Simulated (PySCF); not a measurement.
**C₃H₁₁PSi₂: geometry, electronic excitations**

What electronic excitations should C₃H₁₁PSi₂ (`C=C(C)[SiH2]P[SiH3]`) show?

Computed with PySCF 2.14.0, with density-fitted response routines of our own, on a single molecule in the gas phase. Atoms are numbered from 0 throughout.

### Step 1. The molecule as given

17 atoms, charge 0, multiplicity 1; geometry from: GFN2-xTB.

Bonds of the start (Å): C0–C1 1.33, C1–C2 1.50, C1–Si3 1.89, Si3–P4 2.24, P4–Si5 2.23, C0–H6 1.08, C0–H7 1.08, C2–H8 1.09, C2–H9 1.09, C2–H10 1.09, Si3–H11 1.47, Si3–H12 1.47, P4–H13 1.38, Si5–H14 1.46, Si5–H15 1.46, Si5–H16 1.47.

### Step 2. Geometry optimisation at PBE0-D3(BJ)/def2-SVP

What the job is given:

```
{"job": {"xc": "PBE0", "basis": "def2-SVP", "d3": "d3bj", "grid": 1, "kind": "geom"}, "charge": 0, "multiplicity": 1}
C     -1.928592     0.108695     1.391497
C     -1.305945    -0.295054     0.293049
C     -1.102620    -1.747264    -0.008053
Si    -0.605514     0.916544    -0.976969
P      1.409608     0.134293    -1.565675
Si     2.609910     0.509412     0.273798
H     -2.322254    -0.586731     2.118479
H     -2.078272     1.152491     1.609246
H     -1.455932    -2.379923     0.804315
H     -0.043001    -1.945773    -0.178812
H     -1.633256    -2.016950    -0.920571
H     -0.579610     2.274450    -0.416747
H     -1.409387     0.916984    -2.206156
H      1.802244     1.279585    -2.224803
H      4.016474     0.381497    -0.106288
H      2.236337    -0.522116     1.240852
H      2.382813     1.831889     0.862926
```

The program printed:

```text
step   0  E = -1040.37595067  max force = 0.021413
step   1  E = -1040.38111857  max force = 0.003663
step   2  E = -1040.38144238  max force = 0.000936
step   3  E = -1040.38158879  max force = 0.001873
step   4  E = -1040.38169797  max force = 0.001652
step   5  E = -1040.38182723  max force = 0.000972
step   6  E = -1040.38197127  max force = 0.001559
step   7  E = -1040.38203414  max force = 0.001609
step   8  E = -1040.38207639  max force = 0.000678
step   9  E = -1040.38209107  max force = 0.000285
optimisation converged
```

Wall time 1.7 min (1 thread, shared host).

Along the way:

```
step  energy from step 0 (eV)  largest force component (eV/Å)
   0                   0.0000                          1.1011
   1                  -0.1406                          0.1884
   2                  -0.1494                          0.0481
   3                  -0.1534                          0.0963
   4                  -0.1564                          0.0849
   5                  -0.1599                          0.0500
   6                  -0.1638                          0.0802
   7                  -0.1655                          0.0827
   8                  -0.1667                          0.0349
   9                  -0.1671                          0.0147
```

Distances of close pairs at the start and the end, largest changes first:

```csv
bond,before (Å),after (Å),change (Å)
P4–H13,1.379,1.429,+0.050
P4–Si5,2.228,2.263,+0.035
Si5–H14,1.463,1.494,+0.032
Si5–H16,1.465,1.496,+0.031
Si3–P4,2.240,2.270,+0.030
Si5–H15,1.462,1.492,+0.030
Si3–H12,1.469,1.496,+0.028
Si3–H11,1.469,1.495,+0.026
```

The next job starts from the end point, and lists it.

```
                         at the end point                value
  point group (found at 0.08 Å tolerance)                   C1
rotational constants (GHz, main isotopes)  2.263, 1.219, 1.041
                        dipole moment (D)                 0.98
```

### Step 3. TDDFT and polarisability: PBE0/aug-cc-pVDZ

What the job is given:

```
{"job": {"kind": "uv", "xc": "PBE0", "basis": "aug-cc-pVDZ"}, "charge": 0, "multiplicity": 1}
C     -1.599396    -0.023539     1.236234
C     -1.320137    -0.502117     0.014604
C     -1.319744    -1.970580    -0.298069
Si    -0.824014     0.691456    -1.347327
P      1.290076     0.116957    -1.943715
Si     2.159532     0.404694     0.125585
H     -1.853981    -0.693343     2.067215
H     -1.585888     1.047965     1.458679
H     -1.591961    -2.575289     0.580526
H     -0.325747    -2.300286    -0.646278
H     -2.025510    -2.205479    -1.111908
H     -0.915945     2.096383    -0.845021
H     -1.693073     0.538520    -2.555777
H      1.652140     1.414903    -2.418462
H      3.635810     0.593216    -0.010709
H      1.898707    -0.841210     0.904750
H      1.587545     1.571763     0.867175
```

Level: TDDFT PBE0/aug-cc-pVDZ, vertical, gas phase, core orbitals frozen in the response.

The program printed:

```text
coarse grid: 14952 points
cycle   1  E = -1040.7002644799  dE =  1.628e-01  |g| = 3.194e-01  |ddm| = 1.123e+01
cycle   2  E = -1040.6943876493  dE =  5.877e-03  |g| = 3.507e-01  |ddm| = 2.309e+00
cycle   3  E = -1040.7298886279  dE = -3.550e-02  |g| = 4.314e-02  |ddm| = 1.048e+00
cycle   4  E = -1040.7301802526  dE = -2.916e-04  |g| = 3.088e-02  |ddm| = 1.718e-01
cycle   5  E = -1040.7304263307  dE = -2.461e-04  |g| = 6.650e-03  |ddm| = 7.410e-02
cycle   6  E = -1040.7304387838  dE = -1.245e-05  |g| = 1.606e-03  |ddm| = 1.858e-02
cycle   7  E = -1040.7304396294  dE = -8.455e-07  |g| = 3.565e-04  |ddm| = 5.559e-03
final grid: 128496 points
cycle   8  E = -1040.7501600263  dE = -2.383e-05  |g| = 6.289e-03  |ddm| = 2.376e-01
cycle   9  E = -1040.7501544944  dE =  5.532e-06  |g| = 7.631e-03  |ddm| = 4.425e-02
cycle  10  E = -1040.7501715090  dE = -1.701e-05  |g| = 8.130e-04  |ddm| = 2.177e-02
cycle  11  E = -1040.7501716746  dE = -1.656e-07  |g| = 2.311e-04  |ddm| = 2.025e-03
cycle  12  E = -1040.7501716880  dE = -1.341e-08  |g| = 8.346e-05  |ddm| = 7.399e-04
cycle  13  E = -1040.7501716902  dE = -2.181e-09  |g| = 2.129e-05  |ddm| = 2.678e-04
cycle  14  E = -1040.7501716903  dE = -1.235e-10  |g| = 2.943e-06  |ddm| = 6.928e-05
converged SCF energy = -1040.7501716903

Static polarisability (au): isotropic 124.656, principal 110.171 127.722 136.075

Singlet excitations
state   eV       nm        f      main configurations
  1   5.6378    219.9   0.06175   H->L 0.83
  2   5.8941    210.4   0.05238   H->L+1 0.68, H->L+2 0.14
  3   6.0584    204.6   0.01152   H->L+2 0.79, H->L+1 0.13
  4   6.2186    199.4   0.04593   H->L+3 0.88
  5   6.3923    194.0   0.06167   H-1->L 0.44, H-1->L+1 0.30, H-1->L+2 0.09
  6   6.4079    193.5   0.08503   H-1->L+1 0.43, H-1->L 0.33, H->L+4 0.09
  7   6.5800    188.4   0.00544   H-3->L 0.49, H-2->L 0.17, H->L+4 0.10
  8   6.6070    187.7   0.01325   H->L+4 0.36, H->L+7 0.17, H->L+5 0.14
  9   6.6790    185.6   0.02651   H->L+6 0.55, H-1->L+2 0.12
 10   6.7014    185.0   0.01176   H->L+5 0.29, H->L+4 0.21, H-1->L+3 0.14

Triplet excitations (Tamm-Dancoff, eV): 4.0706 5.2419 5.4195 5.4646
```

It took 53 s on 1 thread, shared host.

Frontier orbitals and where they lie:

| orbital | eV | atoms |
| --- | --- | --- |
| HOMO−3 | -8.73 | C1 28 %, Si3 16 %, C0 11 % |
| HOMO−2 | -8.47 | P4 32 %, Si5 16 %, Si3 16 % |
| HOMO−1 | -7.72 | C0 27 %, C1 24 %, P4 17 % |
| HOMO | -7.19 | P4 55 %, C0 10 %, Si3 8 % |
| LUMO | -0.59 | C0 30 %, C1 22 %, Si3 11 % |
| LUMO+1 | -0.27 | P4 14 %, Si3 8 %, H13 8 % |
| LUMO+2 | -0.05 | Si5 27 %, Si3 21 %, P4 10 % |

With each of the 10 states as a Gaussian band of 0.4 eV half-width at 1/e, the curve within the window shown has maxima at 195 nm (ε 9,700) L/(mol cm). Beyond the last state computed it falls off for lack of states. The curve at chosen wavelengths:

```
 nm  ε (L/mol/cm)
177          1777
180          3171
183          4936
185          6190
188          7920
191          9164
194          9720
196          9708
199          9247
202          8484
205          7655
207          7138
210          6449
213          5837
216          5246
218          4837
221          4189
224          3509
227          2828
229          2395
232          1804
235          1304
238           907
240           697
243           455
246           287
```

Further results of this job:

```csv
property,computed
dipole moment (D),0.88
polarisability (Å³),18.47
HOMO–LUMO gap (eV),6.60
−ε(HOMO) (eV),7.19
```

### Step 4. Excited states and response: PBE0/6-31+G*

Settings changed since step 3:

```diff
@@ -1,2 +1,2 @@
-{"job": {"kind": "uv", "xc": "PBE0", "basis": "aug-cc-pVDZ"}, "charge": 0, "multiplicity": 1}
+{"job": {"kind": "uv", "xc": "PBE0", "basis": "6-31+G*"}, "charge": 0, "multiplicity": 1}
 C     -1.599396    -0.023539     1.236234
```

With the program's defaults for keys left out, this is: TDDFT PBE0/6-31+G*, vertical, gas phase, core orbitals frozen in the response.

The program printed:

```text
coarse grid: 14952 points
cycle   1  E = -1040.7248963441  dE =  1.357e-01  |g| = 3.281e-01  |ddm| = 6.068e+00
cycle   2  E = -1040.7190046502  dE =  5.892e-03  |g| = 3.592e-01  |ddm| = 2.729e+00
cycle   3  E = -1040.7567285764  dE = -3.772e-02  |g| = 4.058e-02  |ddm| = 2.101e+00
cycle   4  E = -1040.7569370038  dE = -2.084e-04  |g| = 3.084e-02  |ddm| = 1.575e-01
cycle   5  E = -1040.7571837917  dE = -2.468e-04  |g| = 5.661e-03  |ddm| = 7.218e-02
cycle   6  E = -1040.7571927345  dE = -8.943e-06  |g| = 1.533e-03  |ddm| = 2.130e-02
final grid: 128496 points
cycle   7  E = -1040.6821186165  dE = -1.632e-05  |g| = 7.094e-03  |ddm| = 9.076e-02
cycle   8  E = -1040.6821110328  dE =  7.584e-06  |g| = 8.644e-03  |ddm| = 6.715e-02
cycle   9  E = -1040.6821346704  dE = -2.364e-05  |g| = 3.429e-04  |ddm| = 4.046e-02
cycle  10  E = -1040.6821347013  dE = -3.091e-08  |g| = 1.387e-04  |ddm| = 2.137e-03
cycle  11  E = -1040.6821347059  dE = -4.579e-09  |g| = 5.056e-05  |ddm| = 4.798e-04
cycle  12  E = -1040.6821347065  dE = -5.602e-10  |g| = 2.441e-05  |ddm| = 1.758e-04
converged SCF energy = -1040.6821347065

Static polarisability (au): isotropic 114.438, principal 99.729 116.963 126.621

Singlet excitations
state   eV       nm        f      main configurations
  1   5.7166    216.9   0.08589   H->L 0.83
  2   5.9481    208.4   0.04746   H->L+1 0.85
  3   6.1875    200.4   0.01740   H->L+2 0.65, H->L+3 0.23
  4   6.3027    196.7   0.04968   H->L+3 0.68, H->L+2 0.23
  5   6.4463    192.3   0.06390   H-1->L 0.46, H-1->L+1 0.38
  6   6.5335    189.8   0.10743   H-1->L+1 0.47, H-1->L 0.31, H-1->L+2 0.09
  7   6.6909    185.3   0.00378   H-3->L 0.55, H-2->L 0.22
  8   6.7319    184.2   0.02526   H->L+4 0.65, H-3->L 0.10, H->L+5 0.09
  9   6.8659    180.6   0.01274   H-1->L+3 0.61, H->L+5 0.13, H->L+4 0.09
 10   6.9221    179.1   0.00122   H->L+6 0.35, H->L+5 0.23, H-1->L+3 0.14

Triplet excitations (Tamm-Dancoff, eV): 4.0700 5.2385 5.4317 5.5227
```

It took 22 s on 1 thread, shared host.

Key values: HOMO -7.19 eV, LUMO -0.54 eV; lowest singlet 5.72 eV.

### Step 5. Side by side: electronic excitations

Excitations and ground-state properties, with basis size and wall time:

| run | lowest singlet (eV) | brightest (eV) | f | gap (eV) | α (Å³) | μ (D) | functions | time |
| --- | --- | --- | --- | --- | --- | --- | --- | --- |
| PBE0/aug-cc-pVDZ | 5.64 | 6.41 | 0.085 | 6.60 | 18.47 | 0.88 | 249 | 53 s |
| PBE0/6-31+G* | 5.72 | 6.53 | 0.107 | 6.65 | 16.96 | 0.99 | 142 | 22 s |

### Step 6. Outcome

| quantity | value |
| --- | --- |
| point group | C1 |
| rotational constants (main isotopes) | 2.26, 1.22, 1.04 GHz |
| lowest singlet (PBE0/aug-cc-pVDZ) | 5.64 eV (220 nm), f = 0.062 |
| brightest single state of those computed | state 6, 6.41 eV, f = 0.085 |
| lowest triplet | 4.07 eV |
| range of the lowest singlet | 5.64 to 5.72 eV |

**Reading.** Over 9 steps the energy fell by 0.167 eV; of the close pairs, P4–H13 changed most, 1.379 to 1.429 Å. The lowest singlet, at 5.64 eV, is HOMO→LUMO 0.83 and is bright; of the 10 states computed, the strongest absorption comes from states 5 to 6 together at 6.41 eV. The lowest triplet lies 1.57 eV below the lowest singlet (triplets in Tamm-Dancoff, singlets in full TDDFT). The lowest singlet runs from 5.64 eV (PBE0/aug-cc-pVDZ) to 5.72 eV (PBE0/6-31+G*), while the orbital gap spans 6.60 to 6.65 eV. The lowest state need not be the same one in every run.
